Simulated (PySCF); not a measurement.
**RuOCl2: relaxation and vibrations of the triplet**

Where does triplet RuOCl2 go from a trigonal pyramidal start, is the end point a minimum, and what are its modes, charges and moments?

Computed with PySCF 2.14.0. Level: PBE0, basis Ru def2-TZVP with ECP28, O def2-TZVP, Cl def2-TZVP, scalar-relativistic core potentials, no spin–orbit coupling, density fitting.

### Step 1. Starting geometry

4 atoms, charge 0, spin multiplicity 3.

Bond lengths: Ru1–O2 1.710 Å, Ru1–Cl3 2.240 Å, Ru1–Cl4 2.240 Å. Angles: O2–Ru1–Cl3 99.8°, O2–Ru1–Cl4 99.8°, Cl3–Ru1–Cl4 99.8°.

```xyz
4
charge 0 multiplicity 3
Ru    0.0000   -0.5186    0.0000
O     1.7100   -0.5043    0.0000
Cl   -0.3911    0.8710   -1.7128
Cl   -0.3911    0.8710    1.7128
```

### Step 2. First SCF at the start

The steps below are one call of a driver around PySCF. For each, scf.py gives the equivalent set-up of the SCF; relaxations use the driver's own optimiser. After this first run the driver tries any further starts and a stability analysis.

scf.py reads:

```python
from pyscf import gto, scf, dft
mol = gto.M(atom='''
Ru    -0.000000    -0.518590     0.000010
O      1.709960    -0.504300    -0.000020
Cl    -0.391070     0.870960    -1.712820
Cl    -0.391080     0.870950     1.712810''',
    basis={'Ru': 'def2-TZVP', 'O': 'def2-TZVP', 'Cl': 'def2-TZVP'},
    ecp={'Ru': 'def2-TZVP'},
    charge=0, spin=2)
mf = dft.UKS(mol, xc='PBE0')
mf.grids.atom_grid = (50, 194)
aux = {'Ru': 'def2-universal-JKFIT', 'O': 'def2-universal-JKFIT', 'Cl': 'def2-universal-JKFIT'}
mf = mf.density_fit(auxbasis=aux)
mf.conv_tol = 1e-08
mf.diis_space = 10
mf.max_cycle = 60
mf.init_guess = 'minao'
mf.verbose = 4
mf.kernel()
```

The run is started by

```console
> OMP_NUM_THREADS=4 python axn.py task.json out
```

Further steps of the session: Relaxation: trigonal pyramidal start, triplet; Hessian and properties.

Q: Predict the outcome of this session. Wanted: minimum; geometry; wavenumbers; dipole moment; highest occupied, lowest empty level; polar-tensor charge of Ru1; zero-point energy; atomisation energy; ⟨S²⟩.

As calculated:

| quantity | value |
| --- | --- |
| minimum | triplet, C2v |
| geometry | Ru–Cl 2.181 Å (×2), Ru–O 1.641 Å; Cl–Ru–Cl 120.7°, Cl–Ru–O 119.6° (×2) |
| wavenumbers (cm⁻¹) | 87 (b1), 105 (a1), 223 (b2), 399 (a1), 459 (b2), 1057 (a1) |
| dipole moment | 0.35 D |
| highest occupied, lowest empty level (either spin) | -7.94, -4.62 eV |
| polar-tensor charge of Ru1 | +1.42 e |
| zero-point energy | 13.9 kJ/mol |
| entropy at 298.15 K | 338.4 J/(mol K) |
| atomisation energy (no zero-point energy) | 1136 kJ/mol |
| ⟨S²⟩ | 2.012 |

What this shows: From Cs at the start the molecule goes to a C2v minimum. In the infrared the band at 1057 cm⁻¹ (a1, stretch) leads. Most of the spin sits on Ru1 (Mulliken spin 1.55, against 2 for the whole molecule). Only this shape and spin were tried, so other structures or states may lie lower. Open d and f shells are described by one determinant, and the ground state may have another occupation or spin.
